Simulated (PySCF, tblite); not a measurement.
# C₇H₁₃ radical: geometry, infrared bands and EPR parameters

Aim: predict the infrared bands and EPR parameters of C₇H₁₃ radical (`[CH]1CCCCCC1`).

Computed with tblite 0.8.0 and PySCF 2.14.0, with density-fitted response routines of our own, on a single molecule in the gas phase. Atoms count from 0, in the outputs and in this text.

## 1. The starting structure

20 atoms, charge 0, multiplicity 2; geometry from: force field or distance geometry start.

Bonds of the start (Å): C0–C1 1.49, C1–C2 1.49, C2–C3 1.49, C3–C4 1.52, C4–C5 1.52, C5–C6 1.53, C6–C0 1.49, C0–H7 1.09, C1–H8 1.13, C1–H9 1.11, C2–H10 1.13, C2–H11 1.11, C3–H12 1.13, C3–H13 1.09, C4–H14 1.12, C4–H15 1.10, C5–H16 1.10, C5–H17 1.11, C6–H18 1.11, C6–H19 1.12.

## 2. Optimising the geometry with GFN2-xTB

What the job is given:

```
{"job": {"kind": "relax", "xc": "GFN2-xTB", "basis": "xTB"}, "charge": 0, "multiplicity": 2}
C      0.935400     1.095800    -0.752500
C     -0.213100     1.744900    -0.053700
C     -1.251300     0.821900     0.489900
C     -1.312200    -0.524000    -0.149100
C     -0.245900    -1.400500     0.493100
C      1.003500    -1.309300    -0.361400
C      1.645800     0.028500     0.001600
H      0.747500     0.795400    -1.783300
H      0.161200     2.399100     0.783600
H     -0.704000     2.437500    -0.764400
H     -2.248800     1.320800     0.291600
H     -1.167800     0.695100     1.584500
H     -2.294000    -1.021500     0.087700
H     -1.204100    -0.436200    -1.230200
H     -0.003800    -0.894400     1.461300
H     -0.560600    -2.432800     0.683000
H      1.708300    -2.137100    -0.182400
H      0.666000    -1.235200    -1.415300
H      1.612700     0.135900     1.105600
H      2.719900    -0.073200    -0.292800
```

Launch:

```console
> OMP_NUM_THREADS=1 python probes_run.py task.json out
```

This one command runs all jobs of the session in turn.

**Question.** This job is followed by: GFN2-xTB harmonic vibrations, gas phase; UKS B3LYP, pcH-1 on C H, non-relativistic, mean-field spin-orbit, GIAO. Predict these results of the whole session: strongest single infrared mode (GFN2-xTB); zero-point energy (GFN2-xTB); g(iso) (B3LYP); ⟨S²⟩; largest a(iso) (averaged by class); potential on the surface of density 0.002 e/bohr³, 1st and 99th percentile.

As calculated:

```
                                                                  quantity                  value
                                 strongest single infrared mode (GFN2-xTB)  2990 cm⁻¹, 141 km/mol
                                              zero-point energy (GFN2-xTB)         114.0 kcal/mol
                                                            g(iso) (B3LYP)                2.00258
                                                                      ⟨S²⟩     0.754 (exact 0.75)
                                        largest a(iso) (averaged by class)    13C on C0, 90.2 MHz
potential on the surface of density 0.002 e/bohr³, 1st and 99th percentile     -0.44 V and 0.48 V
```

The optimisation took 109 steps and gained 0.839 eV; among the close pairs (by a distance rule), C2–H10 changed most, from 1.133 to 1.093 Å. No mode is imaginary among the 54: a minimum at this level. The strongest single mode, at 2990 cm⁻¹, moves mainly H11 and H13. GFN2-xTB is a fitted tight-binding method: band positions and strengths are rough. Its intensities can rank the bands wrongly. C0 carries the largest spin population, 1.03 e. The isotropic g lies 0.3 ppt above the free-electron value. These values are for one conformer; the search (at its own cheap level) found 1 more, at 0.05 kcal/mol, and measured spectra average over such forms.
